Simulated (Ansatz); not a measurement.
## TiNi, space group Pm-3m: a fixed-spin-moment curve, step by step

With the Ansatz DFT code, driven from Python.

At the Python prompt:
```pycon
>>> import ansatz
>>> from ase import Atoms
>>> MESH = (10, 10, 10)
>>> SMEARING = "fermi_dirac"
>>> SMEARING_WIDTH = 0.05
>>> XC = "r2scan"
>>> atoms = Atoms(
...     ["Ti", "Ni"],
...     scaled_positions=[
...         (0.5, 0.5, 0.5),
...         (0.0, 0.0, 0.0),
...     ],
...     cell=[
...         (2.98806613, 0.0, 0.0),
...         (0.0, 2.98806613, 0.0),
...         (0.0, 0.0, 2.98806613),
...     ],
...     pbc=True,
... )
>>> structure = ansatz.Crystal.from_ase(atoms)
>>> [site.symbol for site in structure.resolved().sites]
['Ti', 'Ni']
>>> base = (
...     structure.calculation()
...     .kpoints(mesh=MESH)
...     .occupations(SMEARING, width=SMEARING_WIDTH)
...     .functional(XC)
... )
>>> # a hard lock holds the total moment, with one Fermi level a spin
>>> rows = []
>>> for total in [0.0, 0.4, 0.7, 1.1, 1.4, 1.8]:
...     report = base.spin("collinear", total=total, lock="hard").run().report
...     up, down = report["spin_fermi_energies_ev"]
...     rows.append((total, report["free_energy_ev"], up - down, report["absolute_magnetization_mub"]))
...
DeckWarning: basis.ecutwfc = 500 eV, auto-derived from the records' recommended cutoffs: set by Ti (their level for a meta-GGA)
RunWarning: this spin-polarised run has no starting moment large enough to seed its density, and nothing else in its deck makes the two spin channels differ, so an SCF from that start keeps the magnetisation at zero until it first converges, unless a state found ahead of a linear-response series gives it moments (lr_reference_state). Behind a single point's SCF or a chain's scf step, and behind [...]
DeckWarning: This run holds its total moment fixed (magnetization.spin_locking.lock_magnetization: hard) and mixes its density by anderson or broyden (scf.mixing.algorithm, typed or taken by auto). Slabs with a fixed moment have converged under broyden above another state at the same moment, at the default mixing steps and at smaller ones, and under scf.lower_state_search: standard, light or off [...]
>>> reference = rows[0][1]
>>> rows = [(m, 1000 * (e - reference), split, size) for m, e, split, size in rows]
>>> lines = [",".join(["total muB", "F - F(0) meV", "EF up - down eV", "absolute muB"])] + [",".join(f"{v:.4f}" if isinstance(v, float) else str(v) for v in row) for row in rows]
>>> print("\n".join(lines))
total muB,F - F(0) meV,EF up - down eV,absolute muB
0.0000,0.0000,0.0000,0.0000
0.4000,12.2706,0.1177,0.4065
0.7000,28.6084,0.0834,0.7094
1.1000,35.6923,0.0009,1.1162
1.4000,39.9974,0.0816,1.4183
1.8000,72.0873,0.2689,1.8172
>>> with open("fsm.csv", "w") as handle:
...     handle.write("\n".join(lines) + "\n")
...
225
>>> best = min(rows, key=lambda row: row[1])
>>> print(f"lowest at {best[0]} muB per cell, {best[1]:.1f} meV against the first point")
lowest at 0.0 muB per cell, 0.0 meV against the first point
```

The lowest point lies at 0 μB a cell, the first of the scan; at 1.8 μB the energy is 72 meV above the lowest.

Reading the output:
- For a metal this k-point mesh is coarse: on a finer one energies can move by several to tens of meV an atom and pressures by half a GPa or more, differences at one mesh by less.
- This is a high-temperature or high-pressure form, not the ambient phase.
- r2SCAN tends to overestimate the moments of itinerant magnets.
- The structure comes from a database of computed cells and needn't be a stable or known phase.
- Warnings are shown shortened and without file and line.
- Only points where the Fermi levels of the two spins meet (minima, maxima and zero moment) are free solutions; a shallow minimum can lie between the points.
- It ran for 86 s on 1 thread of Arm Neoverse V2 (shared host), peak memory 0.52 GiB.
